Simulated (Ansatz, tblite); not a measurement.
# The cluster Sn13H18O: removing and adding an electron

What does removing or adding an electron cost or gain for the cluster Sn13H18O? Each charged state is run at several levels.

Program: Ansatz 0.2.0, Gaussian basis. Level of theory: as each input shows. These are calculated values, not measurements.

Levels to be run: charge +1 doublet, at the geometry of the singlet (PBE0-D4/def2-TZVP, PBE-D4/def2-TZVP, LDA/def2-TZVP); charge +1 doublet, relaxed (PBE0-D4/def2-TZVP, PBE-D4/def2-TZVP); charge -1 doublet, at the geometry of the singlet (PBE0-D4/def2-TZVP, PBE-D4/def2-TZVP, LDA/def2-TZVP); the starting singlet's energies come from earlier runs.

1 further run of the same task is left out (set aside as unsound or not needed).

## Step 1: The geometry

The singlet was relaxed beforehand with r2SCAN-D4/def2-SVP.

32 atoms, charge 0, spin multiplicity 1.

Atoms are counted from 1 here; the program's logs count them from 0.

Bond lengths: Sn1–Sn9 2.825 Å, Sn1–Sn10 2.821 Å, Sn1–H15 1.793 Å, Sn1–H16 1.726 Å, Sn2–Sn8 2.815 Å, Sn2–Sn11 2.809 Å, Sn2–H17 1.724 Å, Sn2–H18 1.729 Å, Sn3–Sn6 3.057 Å, Sn3–O14 1.962 Å, Sn4–Sn8 2.801 Å, Sn4–Sn9 2.716 Å, Sn4–Sn13 2.907 Å, Sn4–H19 1.722 Å, Sn5–Sn10 2.819 Å, Sn5–Sn13 2.914 Å, Sn5–H20 1.730 Å, Sn5–H21 1.730 Å and more. Angles: Sn9–Sn1–Sn10 107.0°, Sn9–Sn1–H15 96.0°, Sn9–Sn1–H16 108.0°, Sn10–Sn1–H15 108.4°, Sn10–Sn1–H16 131.5°, H15–Sn1–H16 100.2°, Sn8–Sn2–Sn11 117.0°, Sn8–Sn2–H17 104.5°, Sn8–Sn2–H18 102.9°, Sn11–Sn2–H17 116.7°, Sn11–Sn2–H18 108.5°, H17–Sn2–H18 106.0°, Sn6–Sn3–O14 88.4°, Sn8–Sn4–Sn9 131.7°, Sn8–Sn4–Sn13 115.0°, Sn8–Sn4–H19 114.8°, Sn9–Sn4–Sn13 70.6°, Sn9–Sn4–H19 108.5° and more.

Sn takes a core potential in the def2 sets. No spin-orbit coupling is included.

## Step 2: Charge +1 doublet at the fixed geometry, PBE0-D4/def2-TZVP

Contents of in.yaml:

```yaml
crystal:
  periodic: [false, false, false]
  atoms:
    - {symbol: Sn, position_ang: [0.738886, -3.321518, 0.327303]}
    - {symbol: Sn, position_ang: [-2.217950, 2.618518, -2.846489]}
    - {symbol: Sn, position_ang: [0.237420, -0.623763, -2.272237]}
    - {symbol: Sn, position_ang: [-3.415048, -0.616523, 0.446486]}
    - {symbol: Sn, position_ang: [0.734100, -0.871174, 3.372664]}
    - {symbol: Sn, position_ang: [0.957392, 1.387763, -0.085094]}
    - {symbol: Sn, position_ang: [4.501089, -0.640713, -0.034137]}
    - {symbol: Sn, position_ang: [-3.782536, 0.386531, -2.142431]}
    - {symbol: Sn, position_ang: [-1.730996, -2.506731, 1.429141]}
    - {symbol: Sn, position_ang: [2.765010, -1.992057, 1.771518]}
    - {symbol: Sn, position_ang: [-0.527881, 3.665589, -0.862279]}
    - {symbol: Sn, position_ang: [3.631575, 0.780308, -2.472714]}
    - {symbol: Sn, position_ang: [-1.306153, 0.671483, 1.977455]}
    - {symbol: O, position_ang: [2.078113, -0.477144, -2.936012]}
    - {symbol: H, position_ang: [0.524798, -2.489544, -1.245962]}
    - {symbol: H, position_ang: [0.583888, -4.966374, -0.173621]}
    - {symbol: H, position_ang: [-3.332568, 3.714765, -3.572514]}
    - {symbol: H, position_ang: [-1.238574, 2.012012, -4.136321]}
    - {symbol: H, position_ang: [-4.813602, -0.556355, 1.449613]}
    - {symbol: H, position_ang: [0.230382, -2.064734, 4.519223]}
    - {symbol: H, position_ang: [1.290759, 0.465582, 4.319904]}
    - {symbol: H, position_ang: [1.955746, 1.814952, 1.271728]}
    - {symbol: H, position_ang: [5.564026, -1.986745, -0.324007]}
    - {symbol: H, position_ang: [5.400280, 0.285152, 1.130417]}
    - {symbol: H, position_ang: [-3.561771, -0.937351, -3.217641]}
    - {symbol: H, position_ang: [-5.466405, 0.761260, -2.134904]}
    - {symbol: H, position_ang: [-2.278562, -3.215342, 2.898779]}
    - {symbol: H, position_ang: [3.454794, -3.268223, 2.724028]}
    - {symbol: H, position_ang: [0.323390, 4.947199, -1.642251]}
    - {symbol: H, position_ang: [-1.535252, 4.381262, 0.335943]}
    - {symbol: H, position_ang: [2.441836, 1.827513, -1.354914]}
    - {symbol: H, position_ang: [-2.206187, 0.814413, 3.479314]}
basis:
  gaussian: {orbitals: def2-TZVP, fitting: {mean_field: def2-universal-jkfit}}
total_charge: 1
magnetization: {spin_polarized: true, initial_magnetization: 1}
hamiltonian: {xc: pbe0, dispersion: d4}
scf: {omitted_lower_state_checks: [starts]}
output: {orbitals: {seedname: orbitals}}
```

The run is started by

```sh
$ ansatz run in.yaml --threads 2 --pin off --events-out ev --progress --plain --max-ram 32768MiB --backend cuda --devices 0, --max-vram 18GiB
```

Standard output, shortened:

```text
Functional definition: PBE0
  name "PBE0"
  cite "Adamo & Barone, J. Chem. Phys. 110, 6158 (1999) doi:10.1063/1.478522"
  cite "Perdew, Burke & Ernzerhof, Phys. Rev. Lett. 77, 3865 (1996) doi:10.1103/PhysRevLett.77.3865"
  parent pbe
[...]
3235 factors; integrals over basis functions are off by at most 8.7e-1 eV
[...]
mean field -78149.40365080 eV, -2871.9376125985 hartree, gradient 1.1e-5 eV, S^2 0.765573; 0 other end points of the search recorded, 0 dependent functions left out
reference -78149.40374835 eV, -2871.9376161834 hartree; 156, 155 occupied and 633, 634 virtual orbitals, 3235 factors
Total energy: -78151.39429926 eV, -2872.0107675802 hartree
Checks for a lower state left out: starts
```

It took 25 s on 1 × H100 (card shared with other runs) with 2 threads of AMD EPYC 7R13, shared host; peak host memory 1.5 GiB.

Report: HOMO -8.86 eV, LUMO -7.65 eV (over both spins); ⟨S²⟩ 0.766 (pure: 0.75).

## Step 3: Charge +1 doublet at the fixed geometry, PBE-D4/def2-TZVP

start.molden holds the orbitals of an earlier run on this state, given as this run's starting guess.

in.yaml, as its differences from that of step 2:

```diff
@@ -36,6 +36,6 @@
 basis:
-  gaussian: {orbitals: def2-TZVP, fitting: {mean_field: def2-universal-jkfit}}
+  gaussian: {orbitals: def2-TZVP, fitting: {mean_field: def2-universal-jkfit}, initial_orbitals: start.molden}
 total_charge: 1
 magnetization: {spin_polarized: true, initial_magnetization: 1}
-hamiltonian: {xc: pbe0, dispersion: d4}
+hamiltonian: {xc: pbe, dispersion: d4}
 scf: {omitted_lower_state_checks: [starts]}
```

Same command.

Standard output, shortened:

```text
Functional definition: PBE
  name "PBE"
  cite "Perdew, Burke & Ernzerhof, Phys. Rev. Lett. 77, 3865 (1996) doi:10.1103/PhysRevLett.77.3865"
  parent pbe
[...]
3235 factors; integrals over basis functions are off by at most 8.7e-1 eV
[...]
mean field -78146.28513791 eV, -2871.8230093638 hartree, gradient 1.1e-5 eV, S^2 0.753417; 0 other end points of the search recorded, 0 dependent functions left out
reference -78146.28526913 eV, -2871.8230141858 hartree; 156, 155 occupied and 633, 634 virtual orbitals, 3235 factors
Total energy: -78148.46405315 eV, -2871.9030830219 hartree
Checks for a lower state left out: starts
```

Wall time 13 s (1 × H100 (card shared with other runs) with 2 threads of AMD EPYC 7R13, shared host); peak host memory 1.3 GiB.

Report: HOMO -8.22 eV, LUMO -7.96 eV (over both spins); ⟨S²⟩ 0.753 (pure: 0.75).

## Step 4: Charge +1 doublet at the fixed geometry, LDA/def2-TZVP

in.yaml, as its differences from that of step 3:

```diff
@@ -39,3 +39,3 @@
 magnetization: {spin_polarized: true, initial_magnetization: 1}
-hamiltonian: {xc: pbe, dispersion: d4}
+hamiltonian: {xc: lda}
 scf: {omitted_lower_state_checks: [starts]}
```

Launched as before.

Standard output, shortened:

```text
Functional definition: SPW92
  name "SPW92"
  cite "Dirac, Proc. Camb. Phil. Soc. 26, 376 (1930) doi:10.1017/S0305004100016108"
  cite "Slater, Phys. Rev. 81, 385 (1951) doi:10.1103/PhysRev.81.385"
  cite "Perdew & Wang, Phys. Rev. B 45, 13244 (1992) doi:10.1103/PhysRevB.45.13244"
[...]
3235 factors; integrals over basis functions are off by at most 8.7e-1 eV
[...]
mean field -78014.92514462 eV, -2866.9956186491 hartree, gradient 2.4e-5 eV, S^2 0.751323; 0 other end points of the search recorded, 0 dependent functions left out
reference -78014.92526743 eV, -2866.9956231626 hartree; 156, 155 occupied and 633, 634 virtual orbitals, 3235 factors
Total energy: -78014.92526743 eV, -2866.9956231626 hartree
Checks for a lower state left out: starts
```

Wall time 13 s (1 × H100 (card shared with other runs) with 2 threads of AMD EPYC 7R13, shared host); peak host memory 1.2 GiB.

Report: HOMO -8.35 eV, LUMO -8.18 eV (over both spins); ⟨S²⟩ 0.751 (pure: 0.75).

## Step 5: Vertical ionisation energy

Charged state less starting state, singlet to doublet; the starting state's energies are those of its earlier runs.

| level | vertical ionisation energy (eV) | time |
| --- | --- | --- |
| LDA/def2-TZVP | +6.68 | 22 s |
| PBE-D4/def2-TZVP | +6.54 | 26 s |
| PBE0-D4/def2-TZVP | +6.71 | 40 s |

Times add the two runs; a level without a time comes out of a correlated run.

Beside −ε(HOMO) of the starting state:

| level | −ε(HOMO) (eV) | by difference (eV) | mismatch (eV) |
| --- | --- | --- | --- |
| LDA/def2-TZVP | 5.19 | 6.68 | -1.49 |
| PBE-D4/def2-TZVP | 5.02 | 6.54 | -1.53 |
| PBE0-D4/def2-TZVP | 5.67 | 6.71 | -1.04 |

[end of part 1 of 3]
